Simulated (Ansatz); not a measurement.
# BeGe (triplet): the correlation ladder at distance Ge1–Be2 = 2.168 Å, cc-pVDZ

Aim: climb from Hartree-Fock through coupled cluster and multireference methods for BeGe (triplet) at one geometry and basis, and see what each rung misses.

Method: cc-pVDZ, core rule «outside noble gas», up to 15 orbitals frozen; program: Ansatz 0.2.0, Gaussian basis.

Plan: UHF; CCSD(T) on ROHF; CCSD(T) on UHF; BCCD(T) on ROHF; CISD as a restricted active space (open shells left free, so some higher excitations enter); CCSDT(Q) on ROHF; CCSDT(Q) on UHF; CASSCF and MRCISD+Q, 4 electrons in 4 orbitals; CASSCF and NEVPT2, 4 electrons in 4 orbitals; CASSCF and MRCISD+Q, 6 electrons in 8 orbitals; CASSCF and NEVPT2, 6 electrons in 8 orbitals; Full CI.

22 further runs of the same task are left out: 4 for a known fault of the program, 15 that didn't finish, 3 set aside as unsound or not needed. Runs told in other sessions of the task aren't counted.

### Step 1. The geometry

The geometry derives from a PBE0/def2-TZVP stationary point (not a proven minimum). One bond is set to the value named and the two fragments are kept rigid. No spin-orbit coupling is included. The filled d shell of Ge may be among the frozen orbitals whatever the setting's name suggests.

2 atoms, charge 0, spin multiplicity 3.

Atoms are counted from 1 here; the program's logs count them from 0.

No contacts short enough for the rule that draws bonds.

### Step 2. UHF

in.yaml reads:

```yaml
crystal:
  periodic: [false, false, false]
  atoms:
    - {symbol: Ge, position_ang: [0.000000, 0.000000, 0.000000]}
    - {symbol: Be, position_ang: [0.000000, 0.000000, 2.167800]}
basis:
  gaussian: {orbitals: cc-pVDZ}
magnetization: {spin_polarized: true, initial_magnetization: 2}
hamiltonian: {xc: hf}
output: {orbitals: {seedname: orbitals}}
```

The run is started by

```bash
ansatz run in.yaml --threads 1 --pin off --events-out ev --progress --plain --max-ram 2393MiB
```

The runs that follow: CCSD(T) on ROHF; CCSD(T) on UHF; BCCD(T) on ROHF; CISD as a restricted active space (open shells left free, so some higher excitations enter); CCSDT(Q) on ROHF; CCSDT(Q) on UHF; CASSCF and MRCISD+Q, 4 electrons in 4 orbitals; CASSCF and NEVPT2, 4 electrons in 4 orbitals; CASSCF and MRCISD+Q, 6 electrons in 8 orbitals; CASSCF and NEVPT2, 6 electrons in 8 orbitals; Full CI.

Q: Predict the results of all the runs planned. Wanted: FCI from the RHF energy; RMP2 from FCI; UMP2 from FCI; RCCSD from FCI; RCCSD(T) from FCI; UCCSD(T) from FCI; RCCSDT(Q) from FCI; UCCSDT(Q) from FCI; NEVPT2 pair from FCI.

**Answer**, as computed:

| quantity | value |
| --- | --- |
| FCI from the ROHF energy | -3.5131 eV |
| RMP2 from FCI | +91.1 kJ/mol |
| UMP2 from FCI | +102.5 kJ/mol |
| RCCSD from FCI | +25.0 kJ/mol |
| RCCSD(T) from FCI | +6.1 kJ/mol |
| UCCSD(T) from FCI | +8.7 kJ/mol |
| RCCSDT(Q) from FCI | +0.2 kJ/mol |
| UCCSDT(Q) from FCI | -0.5 kJ/mol |
| NEVPT2 pair from FCI | +74.0 kJ/mol |
| MRCISD+Q pair from FCI | +7.0 kJ/mol |
| NEVPT2 valence from FCI | +36.5 kJ/mol |
| levels within 1 kcal/mol (43 meV) | RCCSDT, UCCSDT, RCCSDT(Q), UCCSDT(Q), MRCISD+Q valence |
| T1 diagnostic | 0.047 |
| effectively unpaired electrons | 2.29 |

RCCSD(T) lands +6.1 kJ/mol from the yardstick (1.8 % of the correlation energy). CCSD(T) misses by +6.1 kJ/mol on the restricted determinant and by +8.7 kJ/mol on the unrestricted one; the two need not hold the same state or core. UCCSDT(Q), MRCISD+Q valence fall below full CI: unrestricted runs freeze a spin-polarised core, another one than full CI's, and coupled cluster isn't variational. The occupations show static correlation (2.29 effectively unpaired electrons where one determinant has 2). Of the multireference levels listed MRCISD+Q valence comes nearest in total energy (-0.3 kJ/mol), which doesn't show that its space is the better one. These misses are within one basis, not against nature; the frozen cores of restricted and unrestricted runs differ, which can shift their rows.

Levels on UHF freeze UHF's core orbitals, full CI those of ROHF, so the U rows can settle a little off it for that reason alone.

With open shells the CI space here admits some higher excitations, so it is larger than plain CISD.
